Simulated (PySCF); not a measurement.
# C3H6B2: the cost of one run

Programs: PySCF 2.14.0, with density-fitted response routines of our own. Each step states its level of theory. These are calculated values for one molecule in the gas phase, unless marked as measured. Atoms count from 0, in the outputs and in this text.

### 1 The starting structure

11 atoms, charge 0, multiplicity 1; geometry from: GFN2-xTB. The atoms were then displaced at random by about 0.01 Å, so the start is not that level's minimum.

Bonds of the start (Å): B0–C1 1.57, C1–B2 1.57, B2–C3 1.56, C3–C4 1.17, B0–H5 1.17, B0–H6 1.16, C1–H7 1.08, C1–H8 1.10, B2–H9 1.16, C4–H10 1.05.

### 2 Optimising the geometry at PBE0-D3(BJ)/def2-SVP

What the job is given:

```
{"job": {"xc": "PBE0", "basis": "def2-SVP", "d3": "d3bj", "grid": 1, "shake": 0.01, "kind": "geom"}, "charge": 0, "multiplicity": 1}
B     -1.541610     0.050060     0.997990
C     -0.939550     0.480360    -0.382670
B      0.183490    -0.579420    -0.662660
C      1.647760    -0.274680    -0.236350
C      2.745000    -0.033490     0.085480
H     -1.147640     0.529360     1.988100
H     -2.424220    -0.706410     1.033990
H     -1.660690     0.434740    -1.180810
H     -0.512280     1.492760    -0.320790
H     -0.039970    -1.603660    -1.162150
H      3.727810     0.184540     0.394060
```

Command:

```
$ OMP_NUM_THREADS=1 python probes_run.py task.json out
```

This one command runs all jobs of the session in turn.

**Question.** How long does this first job take on 1 thread of Arm Neoverse V2, shared host, and how much memory does it need?

About 23 s, with a peak of 0.41 GiB.
